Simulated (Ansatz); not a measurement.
# C2H2ClFSi: one molecule under many settings

How do the results and run time of C2H2ClFSi respond when the settings are drawn wide?

Method: the settings change from run to run; program: Ansatz 0.2.0, Gaussian basis.

**1. The relaxed structure**

The structure was relaxed beforehand with PBE0-D4 in a triple-zeta def2 set.

SMILES `FC1=C(Cl)[SiH2]1`, 7 atoms, charge 0, spin multiplicity 1.

Atoms are counted from 1 here; the program's logs count them from 0.

Bond lengths: F1–C2 1.315 Å, C2–C3 1.325 Å, C2–Si5 1.809 Å, C3–Cl4 1.694 Å, C3–Si5 1.826 Å, Si5–H6 1.483 Å, Si5–H7 1.483 Å. Angles: F1–C2–C3 136.4°, F1–C2–Si5 154.3°, C3–C2–Si5 69.3°, C2–C3–Cl4 138.3°, C2–C3–Si5 67.9°, Cl4–C3–Si5 153.8°, C2–Si5–C3 42.8°, C2–Si5–H6 122.1°, C2–Si5–H7 122.1°, C3–Si5–H6 121.8°, C3–Si5–H7 121.8°, H6–Si5–H7 110.8°.

**2. B3LYP5/6-31G**

Input file in.yaml:

```yaml
crystal:
  periodic: [false, false, false]
  atoms:
    - {symbol: F, position_ang: [1.107812, -1.313206, 1.514957]}
    - {symbol: C, position_ang: [0.472862, -0.566544, 0.638356]}
    - {symbol: C, position_ang: [-0.516789, -0.735041, -0.226891]}
    - {symbol: Cl, position_ang: [-1.554832, -1.973910, -0.734989]}
    - {symbol: Si, position_ang: [0.136638, 0.969751, -0.254899]}
    - {symbol: H, position_ang: [-0.597892, 2.098344, 0.367536]}
    - {symbol: H, position_ang: [1.013501, 1.452506, -1.349769]}
basis:
  gaussian: {orbitals: 6-31G}
hamiltonian: {xc: {name: B3LYP5}}
output: {forces: true}
```

On the command line:

```
> ansatz run in.yaml --threads 2 --pin off --events-out ev --progress --plain --max-ram 4352MiB
```

Standard output (excerpt; [...] marks lines left out):

```text
Functional definition: B3LYP5
  name "B3LYP5"
  cite "Stephens, Devlin, Chabalowski & Frisch, J. Phys. Chem. 98, 11623 (1994) doi:10.1021/j100096a001"
  cite "Becke, Phys. Rev. A 38, 3098 (1988) doi:10.1103/PhysRevA.38.3098"
  cite "Lee, Yang & Parr, Phys. Rev. B 37, 785 (1988) doi:10.1103/PhysRevB.37.785"
  cite "Vosko, Wilk & Nusair, Can. J. Phys. 58, 1200 (1980) doi:10.1139/p80-159"
[...]
674 factors; integrals over basis functions are off by at most 1.5e-4 eV
[...]
mean field -25212.21191762 eV, -926.5316985215 hartree, gradient 4.9e-6 eV, S^2 0.000000; 0 other end points of the search recorded, 0 dependent functions left out
[...]
reference -25212.21213856 eV, -926.5317066410 hartree; 27, 27 occupied and 30, 30 virtual orbitals, 674 factors
Total energy: -25212.21213856 eV, -926.5317066410 hartree
Atom 0 at     1.107812    -1.313206     1.514957 Å, force     1.200959    -1.215943     1.584189 eV/Å
Atom 1 at     0.472862    -0.566544     0.638356 Å, force    -0.716740     0.018537    -0.679516 eV/Å
Atom 2 at    -0.516789    -0.735041    -0.226891 Å, force     0.738425     0.385715     0.547821 eV/Å
Atom 3 at    -1.554832    -1.973910    -0.734989 Å, force    -1.379716    -1.540793    -0.715157 eV/Å
Atom 4 at     0.136638     0.969751    -0.254899 Å, force     0.107857     2.041960    -0.666733 eV/Å
Atom 5 at    -0.597892     2.098344     0.367536 Å, force    -0.146310     0.223766     0.146851 eV/Å
Atom 6 at     1.013501     1.452506    -1.349769 Å, force     0.195526     0.086757    -0.217454 eV/Å
Dipole moment:     0.056331     0.414123    -0.102886 e Å
```

It took 1.5 s on 2 threads of Arm Neoverse V1, shared host.

Largest force 2.330 eV/Å, dipole 2.07 D.

**3. revPBE0/ANO-RCC-VTZP**

Options: high accuracy.

in.yaml: that of step 2 with these lines changed.

```diff
@@ -11,4 +11,5 @@
 basis:
-  gaussian: {orbitals: 6-31G}
-hamiltonian: {xc: {name: B3LYP5}}
+  gaussian: {orbitals: ANO-RCC-VTZP}
+hamiltonian: {xc: {name: revPBE0}}
+accuracy: high
 output: {forces: true}
```

Same command.

Standard output (excerpt; [...] marks lines left out):

```text
Functional definition: revPBE0
  name "revPBE0"
  cite "Zhang & Yang, Phys. Rev. Lett. 80, 890 (1998) doi:10.1103/PhysRevLett.80.890"
  cite "Adamo & Barone, J. Chem. Phys. 110, 6158 (1999) doi:10.1063/1.478522"
  cite "Perdew, Burke & Ernzerhof, Phys. Rev. Lett. 77, 3865 (1996) doi:10.1103/PhysRevLett.77.3865"
[...]
3386 factors; integrals over basis functions are off by at most 3.6e-9 eV
[...]
mean field -25277.09478382 eV, -928.9160998753 hartree, gradient 3.1e-8 eV, S^2 0.000000; 0 other end points of the search recorded, 0 dependent functions left out
[...]
reference -25277.09478871 eV, -928.9161000548 hartree; 27, 27 occupied and 159, 159 virtual orbitals, 3386 factors
Total energy: -25277.09478871 eV, -928.9161000548 hartree
Relativity: scalar
Atom 0 at     1.107812    -1.313206     1.514957 Å, force     0.108961    -0.106530     0.142300 eV/Å
Atom 1 at     0.472862    -0.566544     0.638356 Å, force     0.026196     0.006200     0.022253 eV/Å
Atom 2 at    -0.516789    -0.735041    -0.226891 Å, force    -0.002193     0.047297    -0.019836 eV/Å
Atom 3 at    -1.554832    -1.973910    -0.734989 Å, force    -0.154353    -0.178474    -0.077720 eV/Å
Atom 4 at     0.136638     0.969751    -0.254899 Å, force     0.017854     0.198457    -0.057882 eV/Å
Atom 5 at    -0.597892     2.098344     0.367536 Å, force    -0.011306     0.021766     0.009376 eV/Å
Atom 6 at     1.013501     1.452506    -1.349769 Å, force     0.014841     0.011283    -0.018492 eV/Å
Dipole moment:     0.027054     0.349403    -0.106018 e Å
```

Run time: 4.3 min. Hardware: 2 threads of Arm Neoverse V1, shared host; peak memory 1.2 GiB.

Largest force 0.248 eV/Å, dipole 1.76 D.

**4. BLYP/def2-SVP**

Set apart from the defaults: multiplicity 3, density fitting with cc-pVTZ-jkfit.

in.yaml: that of step 3 with these lines changed.

```diff
@@ -11,5 +11,5 @@
 basis:
-  gaussian: {orbitals: ANO-RCC-VTZP}
-hamiltonian: {xc: {name: revPBE0}}
-accuracy: high
+  gaussian: {orbitals: def2-SVP, fitting: {mean_field: cc-pVTZ-jkfit}}
+magnetization: {spin_polarized: true, initial_magnetization: 2}
+hamiltonian: {xc: {name: BLYP}}
 output: {forces: true}
```

The command is unchanged.

Standard output (excerpt; [...] marks lines left out):

```text
Functional definition: BLYP
  name "BLYP"
  cite "Becke, Phys. Rev. A 38, 3098 (1988) doi:10.1103/PhysRevA.38.3098"
  cite "Lee, Yang & Parr, Phys. Rev. B 37, 785 (1988) doi:10.1103/PhysRevB.37.785"
[...]
539 factors; integrals over basis functions are off by at most 1.5e-1 eV
[...]
mean field -25204.95271829 eV, -926.2649278665 hartree, gradient 1.2e-5 eV, S^2 2.008496; 8 other end points of the search recorded, 0 dependent functions left out
[...]
reference -25204.95302212 eV, -926.2649390320 hartree; 28, 26 occupied and 60, 62 virtual orbitals, 539 factors
Total energy: -25204.95302212 eV, -926.2649390320 hartree
Atom 0 at     1.107812    -1.313206     1.514957 Å, force     0.682705    -0.982499     1.010182 eV/Å
Atom 1 at     0.472862    -0.566544     0.638356 Å, force     6.732932     1.908148     5.599942 eV/Å
Atom 2 at    -0.516789    -0.735041    -0.226891 Å, force    -7.377973    -1.647039    -6.303686 eV/Å
Atom 3 at    -1.554832    -1.973910    -0.734989 Å, force    -0.289671    -0.406176    -0.118958 eV/Å
Atom 4 at     0.136638     0.969751    -0.254899 Å, force     0.333485     0.959552    -0.047828 eV/Å
Atom 5 at    -0.597892     2.098344     0.367536 Å, force    -0.219478     0.155642     0.120652 eV/Å
Atom 6 at     1.013501     1.452506    -1.349769 Å, force     0.138001     0.012371    -0.260304 eV/Å
Dipole moment:    -0.057018     0.245042    -0.145656 e Å
```

Wall time 7.5 s (2 threads of Arm Neoverse V1, shared host).

Largest force 9.843 eV/Å, dipole 1.40 D, ⟨S²⟩ 2.008.

**5. r2SCAN0/STO-3G**

This run has unrestricted orbitals, coordinates scaled by 1.05, density fitting with cc-pVTZ-jkfit, a point charge of 0.50 e beside it, relativity set to none.

Input file in.yaml:

```yaml
crystal:
  periodic: [false, false, false]
  atoms:
    - {symbol: F, position_ang: [1.163202, -1.378866, 1.590705]}
    - {symbol: C, position_ang: [0.496505, -0.594871, 0.670274]}
    - {symbol: C, position_ang: [-0.542629, -0.771793, -0.238236]}
    - {symbol: Cl, position_ang: [-1.632573, -2.072605, -0.771739]}
    - {symbol: Si, position_ang: [0.143470, 1.018238, -0.267644]}
    - {symbol: H, position_ang: [-0.627786, 2.203261, 0.385913]}
    - {symbol: H, position_ang: [1.064176, 1.525131, -1.417258]}
basis:
  gaussian: {orbitals: STO-3G, fitting: {mean_field: cc-pVTZ-jkfit}, point_charges: [{charge: 0.50, position_ang: [6.046, -0.207, 0.679]}]}
magnetization: {spin_polarized: true, initial_magnetization: 0}
hamiltonian: {xc: {name: r2SCAN0}, pseudopotentials: {relativity: none}}
output: {forces: true}
```

Same command.

Standard output (excerpt; [...] marks lines left out):

```text
Functional definition: r2SCAN0
  name "r2SCAN0"
  cite "Bursch, Neugebauer, Ehlert & Grimme, J. Chem. Phys. 156, 134105 (2022) doi:10.1063/5.0086040"
  cite "Furness, Kaplan, Ning, Perdew & Sun, J. Phys. Chem. Lett. 11, 8208 (2020) doi:10.1021/acs.jpclett.0c02405"
  cite "Furness, Kaplan, Ning, Perdew & Sun, J. Phys. Chem. Lett. 11, 9248 (2020) doi:10.1021/acs.jpclett.0c03077"
  parent r2scan
[...]
539 factors; integrals over basis functions are off by at most 8.6e-4 eV
[...]
mean field -24925.48479792 eV, -915.9946712232 hartree, gradient 1.6e-5 eV, S^2 0.000000; 1 other end points of the search recorded, 0 dependent functions left out
[...]
reference -24925.48480187 eV, -915.9946713684 hartree; 27, 27 occupied and 8, 8 virtual orbitals, 539 factors
Total energy: -24925.48480187 eV, -915.9946713684 hartree
Atom 0 at     1.163202    -1.378866     1.590705 Å, force    -0.720191     1.223496    -1.141629 eV/Å
Atom 1 at     0.496505    -0.594871     0.670274 Å, force    -1.842163    -0.461194    -1.591603 eV/Å
Atom 2 at    -0.542629    -0.771793    -0.238236 Å, force     3.056456     2.535032     1.879717 eV/Å
Atom 3 at    -1.632573    -2.072605    -0.771739 Å, force     0.120346     0.186004     0.043216 eV/Å
Atom 4 at     0.143470     1.018238    -0.267644 Å, force    -0.466955    -0.704869    -0.028617 eV/Å
Atom 5 at    -0.627786     2.203261     0.385913 Å, force     1.184977    -1.883759    -0.940469 eV/Å
Atom 6 at     1.064176     1.525131    -1.417258 Å, force    -1.343177    -0.878818     1.775248 eV/Å
Dipole moment:     0.236747     0.606738     0.016825 e Å
```

Wall time 2.5 s (2 threads of Arm Neoverse V1, shared host).

Largest force 4.393 eV/Å, dipole 3.13 D, ⟨S²⟩ 0.000.

**6. wB97X/def2-SVPD**

This run has a point charge of 0.50 e beside it.

Input file in.yaml:

```yaml
crystal:
  periodic: [false, false, false]
  atoms:
    - {symbol: F, position_ang: [1.107812, -1.313206, 1.514957]}
    - {symbol: C, position_ang: [0.472862, -0.566544, 0.638356]}
    - {symbol: C, position_ang: [-0.516789, -0.735041, -0.226891]}
    - {symbol: Cl, position_ang: [-1.554832, -1.973910, -0.734989]}
    - {symbol: Si, position_ang: [0.136638, 0.969751, -0.254899]}
    - {symbol: H, position_ang: [-0.597892, 2.098344, 0.367536]}
    - {symbol: H, position_ang: [1.013501, 1.452506, -1.349769]}
basis:
  gaussian: {orbitals: def2-SVPD, point_charges: [{charge: 0.50, position_ang: [3.825, 0.574, 0.208]}]}
hamiltonian: {xc: {name: wB97X}}
```

Same command.

Standard output (excerpt; [...] marks lines left out):

```text
Functional definition: wB97X
  name "wB97X"
  cite "Chai & Head-Gordon, J. Chem. Phys. 128, 084106 (2008) doi:10.1063/1.2834918"
  cite "Becke, J. Chem. Phys. 107, 8554 (1997) doi:10.1063/1.475007"
[...]
  # The coefficients of nought are those of the uniform gas.
[...]
      + exact_x_lr(omega)
[...]
      + integral(e_c_pw_opposite_spin*poly(b97_u_opposite, 1, cos1, cos2, cos3, cos4))
1164 factors; their error is unknown
441 factors; integrals over basis functions are off by at most 3.3e-5 eV
[...]
mean field -25210.24652805 eV, -926.4594717870 hartree, gradient 8.5e-5 eV, S^2 0.000000; 0 other end points of the search recorded, 0 dependent functions left out
reference -25210.24648538 eV, -926.4594702187 hartree; 27, 27 occupied and 103, 103 virtual orbitals, 1164 factors
Total energy: -25210.24648538 eV, -926.4594702187 hartree
```

Wall time 6 s (2 threads of Arm Neoverse V1, shared host).

**7. B2PLYP/STO-3G**

This run has atoms shaken by 0.15 Å, a grid of angular degree 11, a point charge of -1.00 e beside it.

Input file in.yaml:

```yaml
crystal:
  periodic: [false, false, false]
  atoms:
    - {symbol: F, position_ang: [1.158776, -1.271929, 1.523697]}
    - {symbol: C, position_ang: [0.416090, -0.649008, 0.628717]}
    - {symbol: C, position_ang: [-0.380808, -0.928276, -0.340663]}
    - {symbol: Cl, position_ang: [-1.325870, -2.039472, -0.848526]}
    - {symbol: Si, position_ang: [0.109334, 1.145250, -0.331985]}
    - {symbol: H, position_ang: [-0.508236, 2.041861, 0.231229]}
    - {symbol: H, position_ang: [1.061911, 1.561952, -1.452648]}
basis:
  gaussian: {orbitals: STO-3G, final_grid: {core_spheres: 5, valence_spheres: 4, degree: 11}, point_charges: [{charge: -1.00, position_ang: [5.448, 0.184, 0.239]}]}
hamiltonian: {xc: {name: B2PLYP}}
output: {forces: true}
```

The command is unchanged.

Standard output (excerpt; [...] marks lines left out):

```text
Functional definition: B2PLYP
  name "B2PLYP"
  cite "Grimme, J. Chem. Phys. 124, 034108 (2006) doi:10.1063/1.2148954"
  cite "Becke, Phys. Rev. A 38, 3098 (1988) doi:10.1103/PhysRevA.38.3098"
  cite "Lee, Yang & Parr, Phys. Rev. B 37, 785 (1988) doi:10.1103/PhysRevB.37.785"
[...]
434 factors; integrals over basis functions are off by at most 2.8e-5 eV
[...]
mean field -24908.16472440 eV, -915.3581702613 hartree, gradient 3.8e-6 eV, S^2 0.000000; 0 other end points of the search recorded, 0 dependent functions left out
13 core orbitals not correlated: weight in the atoms' cores, before any rotation towards them, 1.000 or more for the frozen orbitals, at most 0.000 for the correlated occupied ones
reference -24908.16494506 eV, -915.3581783705 hartree; 14, 14 occupied and 8, 8 virtual orbitals, 434 factors
second order -7.55087078 eV of doubles, -0.00000000 eV of singles
[...]
Total energy: -24910.20368018 eV, -915.4331005039 hartree
Atom 0 at     1.158776    -1.271929     1.523697 Å, force     0.878268    -1.057833     1.634406 eV/Å
Atom 1 at     0.416090    -0.649008     0.628717 Å, force     2.595181     5.223489     0.389049 eV/Å
Atom 2 at    -0.380808    -0.928276    -0.340663 Å, force     3.943580    11.613565     0.727517 eV/Å
Atom 3 at    -1.325870    -2.039472    -0.848526 Å, force    -7.270672    -8.922826    -4.255684 eV/Å
Atom 4 at     0.109334     1.145250    -0.331985 Å, force     5.850926   -12.622381    -4.011486 eV/Å
Atom 5 at    -0.508236     2.041861     0.231229 Å, force    -4.719197     6.211642     3.986242 eV/Å
Atom 6 at     1.061911     1.561952    -1.452648 Å, force    -1.248762    -0.475249     1.532746 eV/Å
Dipole moment:     0.177753     0.471445     0.062353 e Å
```

Run time: 0.65 s. Hardware: 2 threads of Arm Neoverse V1, shared host.

Largest force 14.479 eV/Å, dipole 2.44 D.

**8. HSE06/def2-mTZVP**

Input file in.yaml:

```yaml
crystal:
  periodic: [false, false, false]
  atoms:
    - {symbol: F, position_ang: [1.107812, -1.313206, 1.514957]}
    - {symbol: C, position_ang: [0.472862, -0.566544, 0.638356]}
    - {symbol: C, position_ang: [-0.516789, -0.735041, -0.226891]}
    - {symbol: Cl, position_ang: [-1.554832, -1.973910, -0.734989]}
    - {symbol: Si, position_ang: [0.136638, 0.969751, -0.254899]}
    - {symbol: H, position_ang: [-0.597892, 2.098344, 0.367536]}
    - {symbol: H, position_ang: [1.013501, 1.452506, -1.349769]}
basis:
  gaussian: {orbitals: def2-mTZVP}
hamiltonian: {xc: {name: HSE06}}
```

Same command.

Standard output (excerpt; [...] marks lines left out):

```text
Functional definition: HSE06
  name "HSE06"
  cite "Heyd, Scuseria & Ernzerhof, J. Chem. Phys. 118, 8207 (2003) doi:10.1063/1.1564060"
  cite "Krukau, Vydrov, Izmaylov & Scuseria, J. Chem. Phys. 125, 224106 (2006) doi:10.1063/1.2404663"
  cite "Heyd & Scuseria, J. Chem. Phys. 120, 7274 (2004) doi:10.1063/1.1668634"
  cite "Ernzerhof & Perdew, J. Chem. Phys. 109, 3313 (1998) doi:10.1063/1.476928"
  cite "Perdew, Burke & Ernzerhof, Phys. Rev. Lett. 77, 3865 (1996) doi:10.1103/PhysRevLett.77.3865"
  parent pbe
[...]
  # The whole range is PBE's own exchange, as in plane waves. The composition of these papers is wPBEh.
[...]
1051 factors; their error is unknown
93 factors; integrals over basis functions are off by at most 4.5e-7 eV
[...]
mean field -25210.06960730 eV, -926.4529700694 hartree, gradient 5.6e-5 eV, S^2 0.000000; 0 other end points of the search recorded, 0 dependent functions left out
reference -25210.06964540 eV, -926.4529714694 hartree; 27, 27 occupied and 80, 80 virtual orbitals, 1051 factors
Total energy: -25210.06964540 eV, -926.4529714694 hartree
```

It took 1.9 s on 2 threads of Arm Neoverse V1, shared host.

**9. r2SCANh/cc-pVDZ**

This run has D3(BJ) with three-body dispersion, relativity set to none.

in.yaml: that of step 8 with these lines changed.

```diff
@@ -11,3 +11,3 @@
 basis:
-  gaussian: {orbitals: def2-mTZVP}
-hamiltonian: {xc: {name: HSE06}}
+  gaussian: {orbitals: cc-pVDZ}
+hamiltonian: {xc: {name: r2SCANh}, dispersion: d3bjatm, pseudopotentials: {relativity: none}}
```

Launched as before.

Standard output (excerpt; [...] marks lines left out):

```text
Functional definition: r2SCANh
  name "r2SCANh"
  cite "Bursch, Neugebauer, Ehlert & Grimme, J. Chem. Phys. 156, 134105 (2022) doi:10.1063/5.0086040"
  cite "Furness, Kaplan, Ning, Perdew & Sun, J. Phys. Chem. Lett. 11, 8208 (2020) doi:10.1021/acs.jpclett.0c02405"
  cite "Furness, Kaplan, Ning, Perdew & Sun, J. Phys. Chem. Lett. 11, 9248 (2020) doi:10.1021/acs.jpclett.0c03077"
  parent r2scan
[...]
858 factors; integrals over basis functions are off by at most 9.0e-4 eV
[...]
mean field -25217.18065946 eV, -926.7142964161 hartree, gradient 7.9e-5 eV, S^2 0.000000; 0 other end points of the search recorded, 0 dependent functions left out
reference -25217.18066665 eV, -926.7142966806 hartree; 27, 27 occupied and 61, 61 virtual orbitals, 858 factors
Total energy: -25217.22959951 eV, -926.7160949300 hartree
```

It took 2.9 s on 2 threads of Arm Neoverse V1, shared host.

**10. RPBE/cc-pVDZ**

in.yaml: that of step 9 with these lines changed.

```diff
@@ -12,2 +12,2 @@
   gaussian: {orbitals: cc-pVDZ}
-hamiltonian: {xc: {name: r2SCANh}, dispersion: d3bjatm, pseudopotentials: {relativity: none}}
+hamiltonian: {xc: {name: RPBE}}
```

Same command.

Standard output:

```text
Functional definition: RPBE
  name "RPBE"
  cite "Hammer, Hansen & Nørskov, Phys. Rev. B 59, 7413 (1999) doi:10.1103/PhysRevB.59.7413"
  cite "Perdew, Burke & Ernzerhof, Phys. Rev. Lett. 77, 3865 (1996) doi:10.1103/PhysRevLett.77.3865"
  parameter kappa = 0.804
  parameter beta = 0.06672455060314922
  exchange = rpbe_x(kappa = kappa, mu = beta*pi^2/3)
  correlation = pbe_c(beta = beta)
1114 factors; their error is unknown
mean field evaluation 1: about -25213.6023 eV, gradient 4.8e1 eV
mean field evaluation 2: about -25198.1429 eV, gradient 8.5e1 eV
mean field evaluation 4: about -25219.3032 eV, gradient 7.1e0 eV
mean field evaluation 8: about -25219.4185 eV, gradient 1.9e-1 eV
mean field evaluation 16: about -25219.3692 eV, gradient 5.9e-5 eV
mean field -25219.36923008 eV, -926.7947249032 hartree, gradient 5.9e-5 eV, S^2 0.000000; 0 other end points of the search recorded, 0 dependent functions left out
reference -25219.36926019 eV, -926.7947260094 hartree; 27, 27 occupied and 61, 61 virtual orbitals, 1114 factors
Total energy: -25219.36926019 eV, -926.7947260094 hartree
```

Wall time 1.2 s (2 threads of Arm Neoverse V1, shared host).

**11. All runs side by side**

```csv
level,charge,multiplicity,geometry,functions,energy (eV),time
B3LYP5/6-31G,0,1,relaxed,57,-25212.212,1.5 s
revPBE0/ANO-RCC-VTZP,0,1,relaxed,186,-25277.095,4.3 min
BLYP/def2-SVP,0,3,relaxed,88,-25204.953,7.5 s
r2SCAN0/STO-3G,0,1,"scaled, point charge",35,-24925.485,2.5 s
wB97X/def2-SVPD,0,1,"relaxed, point charge",130,-25210.246,6 s
B2PLYP/STO-3G,0,1,"shaken, point charge",35,-24910.204,0.65 s
HSE06/def2-mTZVP,0,1,relaxed,107,-25210.070,1.9 s
r2SCANh/cc-pVDZ,0,1,relaxed,88,-25217.230,2.9 s
RPBE/cc-pVDZ,0,1,relaxed,88,-25219.369,1.2 s
```

**12. Outcome**

| quantity | value |
| --- | --- |
| runs | 9 |
| quickest | B2PLYP/STO-3G, 0.65 s |
| slowest | revPBE0/ANO-RCC-VTZP, 4.3 min |
| spread of total energies, same state and geometry | 67.0 eV |
| dipole, same state and geometry | 1.76 to 2.07 D |

In words: revPBE0/ANO-RCC-VTZP took 399 times as long as B2PLYP/STO-3G. The jobs differ in tasks and options as well as level. Total energies at one charge and spin differ by 67 eV between levels, so only differences within one level mean anything. Some of these runs are scalar-relativistic and others not, which shifts the totals of all-electron atoms past neon by eV; core potentials, where a basis has them, take the core out of the total altogether. At the PBE0-D4/def2-TZVP geometry and in the same state, runs without warnings or point charges leave forces up to 2.33 eV/Å (B3LYP5/6-31G).
